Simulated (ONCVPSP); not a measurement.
# Pseudopotential generation for Er: ONCV, PBEsol

Aim: build the potential from the settings below, then test how well it stands in for the atom: other configurations, scattering, ghost states and the plane-wave cutoff that it needs.

The numbers are computed with ONCVPSP 4.0.1 (PBEsol, scalar-relativistic, spin-unpolarised reference atom).

## 1. The atom and the settings

Typed settings, in words:

```json
{
 "element": "erbium (Er, Z = 68)",
 "type": "optimised norm-conserving Vanderbilt (ONCV)",
 "frozen core": "[Kr] 4d10 5s2",
 "valence charge": "20",
 "reference configuration": "4f11 5p6 5d1 6s2",
 "partial waves": "6s: rc 3.15 bohr, ncon 4, nbas 7, qcut 2.1 1/bohr, 2 projectors, debl 3.9 Ha; 5p: rc 2.45 bohr, ncon 5, nbas 9, qcut 5.6 1/bohr, 2 projectors, debl 1.5 Ha; 5d: rc 2.30 bohr, ncon 3, nbas 8, qcut 4.9 1/bohr, 1 projector; 4f: rc 0.75 bohr, ncon 4, nbas 9, qcut 22.6 1/bohr, local",
 "local potential": "the f channel",
 "core correction": "Teter function, fcfact 3.5, rcfact 1.4"
}
```

The outer shells as boxes (Hund's rule for the drawing; the calculation is spin-unpolarised):

```
[Kr] core
4d [↑↓][↑↓][↑↓][↑↓][↑↓]
5s [↑↓]
4f [↑↓][↑↓][↑↓][↑↓][↑ ][↑ ][↑ ]
5p [↑↓][↑↓][↑↓]
5d [↑ ][  ][  ][  ][  ]
6s [↑↓]
```

The nodes and maxima of the atom's own shells, from an earlier all-electron run, set the scale for the radii.

All-electron outer shells of the reference configuration (PBEsol, scalar-relativistic, ld1.x):

```csv
shell,level (eV),outermost node (bohr),outermost maximum (bohr)
5s,-56.05,0.60,1.10
5p,-29.77,0.65,1.26
4f,-9.51,–,0.51
6s,-4.43,1.49,3.18
5d,-2.11,0.73,1.88
6p,-1.31,1.81,4.40
```

## 2. The generation run

Er.dat

```
# ATOM AND REFERENCE CONFIGURATION
# atsym  z   nc   nv     iexc    psfile
  Er 68.00   10    4  -116133      upf
#
#   n    l    f
    1    0    2.00
    2    0    2.00
    2    1    6.00
    3    0    2.00
    3    1    6.00
    3    2   10.00
    4    0    2.00
    4    1    6.00
    4    2   10.00
    5    0    2.00
    4    3   11.00
    5    1    6.00
    5    2    1.00
    6    0    2.00
#
# PSEUDOPOTENTIAL AND OPTIMIZATION
# lmax
    3
#
#   l,   rc,      ep,       ncon, nbas, qcut
    0    3.15    0.00    4    7    2.10
    1    2.45    0.00    5    9    5.60
    2    2.30    0.00    3    8    4.90
    3    0.75    0.00    4    9   22.60
#
# LOCAL POTENTIAL
# lloc, lpopt,  rc(5),   dvloc0
    3    5    0.75    0.00
#
# VANDERBILT-KLEINMAN-BYLANDER PROJECTORs
# l, nproj, debl
    0    2    3.90
    1    2    1.50
    2    1    2.10
    3    0    0.80
#
# MODEL CORE CHARGE
# icmod, fcfact, rcfact
    3    3.50    1.40
#
# LOG DERIVATIVE ANALYSIS
# epsh1, epsh2, depsh
   -3.00    5.00    0.02
#
# OUTPUT GRID
# rlmax, drl
    6.00    0.01
#
# TEST CONFIGURATIONS
# ncnf
    4
# nvcnf
#   n    l    f
    4
    4    3   12.00
    5    1    6.00
    5    2    0.00
    6    0    2.00
#
    4
    4    3   12.00
    5    1    6.00
    5    2    0.00
    6    0    1.00
#
    4
    4    3   12.00
    5    1    6.00
    5    2    0.00
    6    0    0.00
#
    5
    4    3   12.00
    5    1    6.00
    5    2    0.00
    6    0    0.00
    6    1    1.00
#
```

The run is started by

```sh
$ oncvpsp.x < Er.dat > Er.out
```

Q: Predict the outcome of this session. Wanted: cutoffs for 1 and 0.1 mHa per electron, occupied waves; bound ghosts; GHOST(+) flags; largest test error; largest phase difference near zero energy, channels read; rms error of d²Exc/dn², without and with the model core.

As calculated:

| quantity | value |
| --- | --- |
| cutoffs for 1 and 0.1 mHa per electron, occupied waves | 215 Ha and 236 Ha |
| bound ghosts | s at -1376.67 eV, s at -279.36 eV, p at -691.86 eV, d at -370.40 eV |
| GHOST(+) flags | s at 84 eV |
| largest test error (AE − PS) | -463 meV, for 4f12 5p6 5d0 6s0 6p1 |
| largest phase difference near zero energy, channels read | 0.008 rad |
| rms error of d²Exc/dn², without and with the model core | 6.50 and 3.53 mHa |

What this shows: It has a bound ghost (s, p, d), a state that the atom doesn't have, and that rules the file out. By total energies transferability is poor: the largest error is 463 meV on 5.2 eV, for 4f12 5p6 5d0 6s0 6p1. By its cutoff, 215 Ha for the looser tolerance, it is very hard. At the looser tolerance the 4f wave is the slowest; 5d needs 9 Ha. Near zero energy the phases of the channels with partial waves agree within 0.008 rad. The program also flags highly localised states, GHOST(+) (s).
